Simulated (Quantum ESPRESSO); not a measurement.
# Rh in Quantum ESPRESSO: work function with PBE

Aim: the work function of Rh with PBE.

Everything below comes from runs of Quantum ESPRESSO 7.5. Logs are shortened: lines on timing, memory, paths and dates and some standing lists are left out, and cuts for length are marked.

## (1) The slab as given

The cell holds a slab with vacuum, 6 atoms: a = 2.689 Å, b = 2.689 Å, c = 25.979 Å, α = 90.00°, β = 90.00°, γ = 120.00°.

## (2) Work function, PBE

The input, pw.in:

```
&CONTROL
  calculation = 'scf'
  prefix = 'pwscf'
  outdir = './tmp'
  pseudo_dir = './pseudo'
  tprnfor = .true.
  disk_io = 'low'
/
&SYSTEM
  ibrav = 0
  celldm(1) = 8
  nat = 6
  ntyp = 1
  ecutwfc = 88
  nbnd = 66
  occupations = 'smearing'
  smearing = 'fd'
  degauss = 0.00367493
/
&ELECTRONS
  conv_thr = 6d-09
  electron_maxstep = 150
  mixing_beta = 0.3
  mixing_mode = 'local-TF'
/
ATOMIC_SPECIES
Rh   102.9055 Rh.upf
CELL_PARAMETERS alat
  0.6352309170074   0.0000000000000  -0.0000000000000
 -0.3176154585037   0.5501261113977   0.0000000000000
  0.0000000000000   0.0000000000000   6.1365558428539
ATOMIC_POSITIONS crystal
Rh     0.6666666667    0.3333333333    0.2886991151
Rh     0.3333333333    0.6666666667    0.3732194691
Rh     0.0000000000    0.0000000000    0.4577398230
Rh     0.6666666667    0.3333333333    0.5422601770
Rh     0.3333333333    0.6666666667    0.6267805309
Rh     0.0000000000    0.0000000000    0.7113008849
K_POINTS automatic
11 11 1 0 0 0
```

The input, pp_density.in:

```
&INPUTPP
  prefix = 'pwscf'
  outdir = './tmp'
  filplot = 'density.dat'
  plot_num = 0
/
&PLOT
  nfile = 1
  filepp(1) = 'density.dat'
  iflag = 3
  output_format = 6
  fileout = 'density.cube'
/
```

The input, pp_potential.in:

```
&INPUTPP
  prefix = 'pwscf'
  outdir = './tmp'
  filplot = 'potential.dat'
  plot_num = 11
/
&PLOT
  nfile = 1
  filepp(1) = 'potential.dat'
  iflag = 3
  output_format = 6
  fileout = 'potential.cube'
/
```

The input, pp_elf.in:

```
&INPUTPP
  prefix = 'pwscf'
  outdir = './tmp'
  filplot = 'elf.dat'
  plot_num = 8
/
&PLOT
  nfile = 1
  filepp(1) = 'elf.dat'
  iflag = 3
  output_format = 6
  fileout = 'elf.cube'
/
```

Potentials or basis: PseudoDojo 0.4.1 SR PBE standard.

Run with:

```sh
$ OMP_NUM_THREADS=1 pw.x -in pw.in > pw.out
$ OMP_NUM_THREADS=1 pp.x -in pp_density.in > pp_density.out
$ OMP_NUM_THREADS=1 pp.x -in pp_potential.in > pp_potential.out
$ OMP_NUM_THREADS=1 pp.x -in pp_elf.in > pp_elf.out
```

pw.out:

```text
This program is part of the open-source Quantum ESPRESSO suite
     for quantum simulation of materials; please cite
[... 9 lines left out ...]
     --------------------
     sticks:   dense  smooth     PW     G-vecs:    dense   smooth      PW
     Sum         637     637    187               122417   122417   19533

     Using Slab Decomposition

     bravais-lattice index     =            0
     lattice parameter (alat)  =       8.0000  a.u.
     unit-cell volume          =    1097.9651 (a.u.)^3
     number of atoms/cell      =            6
     number of atomic types    =            1
     number of electrons       =       102.00
     number of Kohn-Sham states=           66
     kinetic-energy cutoff     =      88.0000  Ry
     charge density cutoff     =     352.0000  Ry
     scf convergence threshold =      6.0E-09
     mixing beta               =       0.3000
     number of iterations used =            8  local-TF  mixing
     Exchange-correlation= PBE
                           (   1   4   3   4   0   0   0)

     celldm(1)=   8.000000  celldm(2)=   0.000000  celldm(3)=   0.000000
     celldm(4)=   0.000000  celldm(5)=   0.000000  celldm(6)=   0.000000

     crystal axes: (cart. coord. in units of alat)
               a(1) = (   0.635231   0.000000  -0.000000 )
               a(2) = (  -0.317615   0.550126   0.000000 )
               a(3) = (   0.000000   0.000000   6.136556 )

     reciprocal axes: (cart. coord. in units 2 pi/alat)
               b(1) = (  1.574231  0.908883 -0.000000 )
               b(2) = ( -0.000000  1.817765  0.000000 )
               b(3) = (  0.000000  0.000000  0.162958 )

     PseudoPot. # 1 for Rh read from file:
     Rh.upf
     Pseudo is Norm-conserving + core correction, Zval = 17.0
     Generated using ONCVPSP code by D. R. Hamann
     Using radial grid of 1568 points,  6 beta functions with:
                l(1) =   0
                l(2) =   0
                l(3) =   1
                l(4) =   1
                l(5) =   2
                l(6) =   2

     atomic species   valence    mass     pseudopotential
     Rh               17.00   102.90550     Rh( 1.00)

     12 Sym. Ops., with inversion, found ( 6 have fractional translation)

   Cartesian axes

     site n.     atom                  positions (alat units)
         1        Rh     tau(   1) = (   0.3176155   0.1833754   1.7716182  )
         2        Rh     tau(   2) = (  -0.0000000   0.3667507   2.2902821  )
         3        Rh     tau(   3) = (   0.0000000   0.0000000   2.8089460  )
         4        Rh     tau(   4) = (   0.3176155   0.1833754   3.3276099  )
         5        Rh     tau(   5) = (  -0.0000000   0.3667507   3.8462737  )
         6        Rh     tau(   6) = (   0.0000000   0.0000000   4.3649376  )

     number of k points=    16  Fermi-Dirac smearing, width (Ry)=  0.0037
                       cart. coord. in units 2pi/alat
        k(    1) = (   0.0000000   0.0000000   0.0000000), wk =   0.0165289
        k(    2) = (   0.0000000   0.1652514   0.0000000), wk =   0.0991736
        k(    3) = (   0.0000000   0.3305027   0.0000000), wk =   0.0991736
        k(    4) = (   0.0000000   0.4957541   0.0000000), wk =   0.0991736
        k(    5) = (   0.0000000   0.6610055   0.0000000), wk =   0.0991736
        k(    6) = (   0.0000000   0.8262568   0.0000000), wk =   0.0991736
[... 8 lines left out ...]
        k(   15) = (   0.4293356   0.7436311   0.0000000), wk =   0.0991736
        k(   16) = (   0.4293356   0.9088825   0.0000000), wk =   0.0991736

     Dense  grid:   122417 G-vectors     FFT dimensions: (  36,  36, 300)

     Initial potential from superposition of free atoms

     starting charge     101.9962, renormalised to     102.0000

     negative rho (up, down):  2.146E-05 0.000E+00
     Starting wfcs are   60 randomized atomic wfcs +    6 random wfcs

     Self-consistent Calculation

     iteration #  1     ecut=    88.00 Ry     beta= 0.30
     Davidson diagonalization with overlap
     ethr =  1.00E-02,  avg # of iterations =  6.8

     Threshold (ethr) on eigenvalues was too large:
     Diagonalizing with lowered threshold

     Davidson diagonalization with overlap
     ethr =  6.77E-04,  avg # of iterations =  1.2

     negative rho (up, down):  1.731E-08 0.000E+00

     total energy              =   -1407.42447958 Ry
     estimated scf accuracy    <       0.71668902 Ry

     iteration #  2     ecut=    88.00 Ry     beta= 0.30
     Davidson diagonalization with overlap
     ethr =  7.03E-04,  avg # of iterations =  1.1

     total energy              =   -1407.29649152 Ry
     estimated scf accuracy    <       0.33509223 Ry

     iteration #  3     ecut=    88.00 Ry     beta= 0.30
     Davidson diagonalization with overlap
     ethr =  3.29E-04,  avg # of iterations =  3.6

     total energy              =   -1407.35375805 Ry
     estimated scf accuracy    <       0.04981512 Ry

     iteration #  4     ecut=    88.00 Ry     beta= 0.30
     Davidson diagonalization with overlap
     ethr =  4.88E-05,  avg # of iterations =  2.5

     total energy              =   -1407.34968256 Ry
     estimated scf accuracy    <       0.03355965 Ry

     iteration #  5     ecut=    88.00 Ry     beta= 0.30
     Davidson diagonalization with overlap
     ethr =  3.29E-05,  avg # of iterations =  2.9

     total energy              =   -1407.35079327 Ry
     estimated scf accuracy    <       0.00636495 Ry

     iteration #  6     ecut=    88.00 Ry     beta= 0.30
     Davidson diagonalization with overlap
     ethr =  6.24E-06,  avg # of iterations =  5.5

     total energy              =   -1407.35074504 Ry
     estimated scf accuracy    <       0.00170820 Ry

     iteration #  7     ecut=    88.00 Ry     beta= 0.30
     Davidson diagonalization with overlap
     ethr =  1.67E-06,  avg # of iterations =  8.2
[... 47 lines left out ...]
     iteration # 13     ecut=    88.00 Ry     beta= 0.30
     Davidson diagonalization with overlap
     ethr =  1.85E-09,  avg # of iterations =  6.3

     negative rho (up, down):  8.739E-06 0.000E+00

     total energy              =   -1407.35064934 Ry
     estimated scf accuracy    <       0.00000023 Ry

     iteration # 14     ecut=    88.00 Ry     beta= 0.30
     Davidson diagonalization with overlap
     ethr =  2.28E-10,  avg # of iterations =  2.9

     negative rho (up, down):  3.875E-06 0.000E+00

     total energy              =   -1407.35064958 Ry
     estimated scf accuracy    <       0.00000003 Ry

     iteration # 15     ecut=    88.00 Ry     beta= 0.30
     Davidson diagonalization with overlap
     ethr =  2.86E-11,  avg # of iterations =  1.8

     negative rho (up, down):  1.874E-08 0.000E+00

     total energy              =   -1407.35064960 Ry
     estimated scf accuracy    <       0.00000001 Ry

     iteration # 16     ecut=    88.00 Ry     beta= 0.30
     Davidson diagonalization with overlap
     ethr =  1.23E-11,  avg # of iterations =  3.8

     End of self-consistent calculation

          k = 0.0000 0.0000 0.0000 ( 15333 PWs)   bands (ev):

   -69.9644 -69.9456 -69.9079 -69.8703 -69.4571 -69.4571 -38.1252 -37.9714
   -37.7553 -37.5458 -37.5256 -37.5256 -37.5102 -37.5102 -37.4751 -37.4751
   -37.4397 -37.4397 -37.1647 -37.1618 -37.0925 -37.0925 -37.0925 -37.0925
     1.2390   1.9283   2.7080   2.8792   3.2597   3.3229   5.7099   5.7379
     5.8638   5.8638   5.9637   5.9637   6.0000   6.0623   6.0623   6.1605
     6.1605   6.5147   6.5147   6.5565   6.5565   6.6138   7.9168   7.9168
     7.9302   7.9579   7.9579   8.2266   8.2266   8.7132   8.7132   9.1929
     9.1929   9.4473   9.4511   9.4511   9.9239  13.9019  14.2216  15.3912
    16.7893  18.6058

          k = 0.0000 0.1653 0.0000 ( 15339 PWs)   bands (ev):

   -69.9569 -69.9391 -69.9025 -69.8660 -69.4513 -69.4513 -38.1091 -37.9633
   -37.7601 -37.5811 -37.5622 -37.5440 -37.5391 -37.5221 -37.5008 -37.4851
   -37.4824 -37.4479 -37.1612 -37.1595 -37.1353 -37.1350 -37.1030 -37.1030
     1.5255   2.2032   2.9777   3.1196   3.5071   3.5870   5.4216   5.5219
     5.6648   5.8241   5.9267   5.9951   6.0732   6.1028   6.2248   6.2694
     6.3455   6.3514   6.4136   6.5686   6.6966   6.7556   7.2141   7.6580
     7.6619   7.9573   8.0001   8.2076   8.2630   8.3253   8.7081   8.7213
     9.2021   9.4699   9.5983  10.6575  11.3360  14.1469  14.4590  15.6316
    16.9727  18.7954

          k = 0.0000 0.3305 0.0000 ( 15391 PWs)   bands (ev):

   -69.9364 -69.9212 -69.8880 -69.8546 -69.4357 -69.4357 -38.0656 -37.9467
   -37.7941 -37.6982 -37.6605 -37.6410 -37.5801 -37.5745 -37.5538 -37.5271
   -37.5121 -37.4703 -37.2529 -37.2526 -37.1496 -37.1488 -37.1312 -37.1312
     2.2801   2.8788   3.5392   3.6771   4.0384   4.2053   4.8173   5.1463
     5.2305   5.3644   5.5014   6.0171   6.1263   6.1796   6.3595   6.4034
     6.4477   6.6539   6.6980   6.7596   6.8651   7.1092   7.1911   7.2944
     7.4120   7.6097   7.7441   7.9850   8.3206   8.3493   8.7286   9.2185
     9.3771   9.5144  10.7048  12.0727  13.0853  14.8881  15.1453  16.3503
    17.4615  19.1192

          k = 0.0000 0.4958 0.0000 ( 15375 PWs)   bands (ev):

   -69.9086 -69.8975 -69.8692 -69.8407 -69.4151 -69.4151 -38.0181 -37.9536
   -37.8893 -37.8530 -37.7950 -37.7387 -37.6470 -37.6195 -37.5946 -37.5549
   -37.5475 -37.5007 -37.3968 -37.3957 -37.1680 -37.1679 -37.1395 -37.1392
     3.0475   3.4014   3.5563   3.8203   4.0202   4.2691   4.4694   4.6308
     5.0099   5.3910   5.5890   5.8646   6.0574   6.2598   6.3396   6.5649
     6.7847   6.8923   7.0606   7.1875   7.2808   7.5601   7.7658   7.8108
     7.9791   8.0332   8.2852   8.4235   8.5846   8.7682   8.7926   9.2335
     9.5641  10.1667  11.8150  13.4643  14.7624  16.1201  16.1929  17.5201
    18.1719  19.8780
[... 111 lines left out ...]
   -69.8561 -69.8546 -69.8366 -69.8236 -69.3798 -69.3798 -38.0791 -38.0422
   -38.0195 -37.9988 -37.8372 -37.7975 -37.7677 -37.7439 -37.7136 -37.6863
   -37.6371 -37.5965 -37.5391 -37.5371 -37.3170 -37.3168 -37.1219 -37.1218
     3.3319   3.6555   3.7652   3.8549   4.1250   4.1686   4.3750   4.7850
     4.8376   4.9386   5.1776   5.7457   5.9292   6.1655   6.3848   6.6056
     6.7422   7.0323   7.4628   7.5504   7.7013   8.0387   8.4175   8.5863
     8.7176   8.9134   9.2706   9.3703   9.5656   9.7545  12.7707  13.1932
    13.6595  14.3364  15.1703  15.7738  17.3470  17.4184  17.8737  18.7785
    19.6744  19.7400

          k = 0.4293 0.7436 0.0000 ( 15248 PWs)   bands (ev):

   -69.8547 -69.8536 -69.8357 -69.8235 -69.3790 -69.3790 -38.0265 -38.0176
   -37.9870 -37.9495 -37.8960 -37.8220 -37.7890 -37.7696 -37.7247 -37.6970
   -37.6562 -37.5978 -37.5105 -37.5095 -37.3633 -37.3631 -37.1209 -37.1209
     3.7760   3.7871   4.0155   4.2733   4.4639   4.5697   4.6274   4.8538
     4.8654   5.1480   5.1592   5.6074   5.6480   5.9945   6.1938   6.5496
     6.5674   6.7757   6.8197   7.2972   7.4255   7.7329   7.9368   8.0222
     8.3846   8.7957   9.2658   9.4567   9.5200   9.7457  13.0234  13.3434
    13.9237  14.8267  16.0479  17.3872  17.8643  17.9472  18.4165  18.4546
    18.7211  19.4610

          k = 0.4293 0.9089 0.0000 ( 15264 PWs)   bands (ev):

   -69.8485 -69.8484 -69.8302 -69.8246 -69.3751 -69.3751 -38.0259 -37.9881
   -37.9703 -37.9672 -37.8826 -37.8746 -37.8490 -37.7986 -37.7300 -37.7015
   -37.6475 -37.6221 -37.5023 -37.5014 -37.4071 -37.4070 -37.1190 -37.1189
     3.7239   4.0914   4.1633   4.2091   4.4267   4.5458   4.6353   4.7733
     4.8612   5.1519   5.1915   5.6414   5.8175   6.0656   6.1191   6.4334
     6.5280   6.8852   6.9220   7.2400   7.5216   7.7728   7.9797   8.1060
     8.8382   8.8965   9.1226   9.1882   9.3754   9.4033  14.8858  15.0663
    15.3661  15.7542  16.2608  16.8396  17.3281  17.6800  17.8721  18.1977
    18.3090  19.1157

     the Fermi energy is     8.9368 ev

!    total energy              =   -1407.35064961 Ry
     estimated scf accuracy    <          8.6E-10 Ry
     smearing contrib. (-TS)   =      -0.00596191 Ry
     internal energy E=F+TS    =   -1407.34468770 Ry

     The total energy is F=E-TS. E is the sum of the following terms:
     one-electron contribution =  -12152.55688350 Ry
     hartree contribution      =    6101.74123223 Ry
     xc contribution           =    -226.89290824 Ry
     ewald contribution        =    4870.36387181 Ry

     convergence has been achieved in  16 iterations

     Forces acting on atoms (cartesian axes, Ry/au):

     atom    1 type  1   force =     0.00000000   -0.00000000    0.00298861
     atom    2 type  1   force =    -0.00000000    0.00000000   -0.00612247
     atom    3 type  1   force =     0.00000000   -0.00000000   -0.00908106
     atom    4 type  1   force =     0.00000000    0.00000000    0.00908106
     atom    5 type  1   force =    -0.00000000   -0.00000000    0.00612247
     atom    6 type  1   force =    -0.00000000    0.00000000   -0.00298861

     Total force =     0.016055     Total SCF correction =     0.000158

=------------------------------------------------------------------------------=
   JOB DONE.
=------------------------------------------------------------------------------=
```

It took 10 min on 1 thread of Arm Neoverse V1, shared host; peak memory 0.46 GiB.

Results:

* Free energy: -19147.9811 eV
* Largest force: 0.233 eV/Å
* Band gap on the k mesh: none (metal or under the smearing width)
* Work function of the upper face: 5.19 eV
* Work function of the lower face: 5.19 eV

Forces in eV/Å, atoms in the order of the input:
```
Rh   0.000  0.000  0.077
Rh   0.000  0.000 -0.157
Rh   0.000  0.000 -0.233
Rh   0.000  0.000  0.233
Rh   0.000  0.000  0.157
Rh   0.000  0.000 -0.077
```

Levels at points of the mesh, in eV from the Fermi level:
| k point | band 48 | band 49 | band 50 | band 51 | band 52 | band 53 |
| --- | --- | --- | --- | --- | --- | --- |
| (0.00, 0.00, 0.00) | -1.02 | -1.01 | -0.98 | -0.98 | -0.71 | -0.71 |
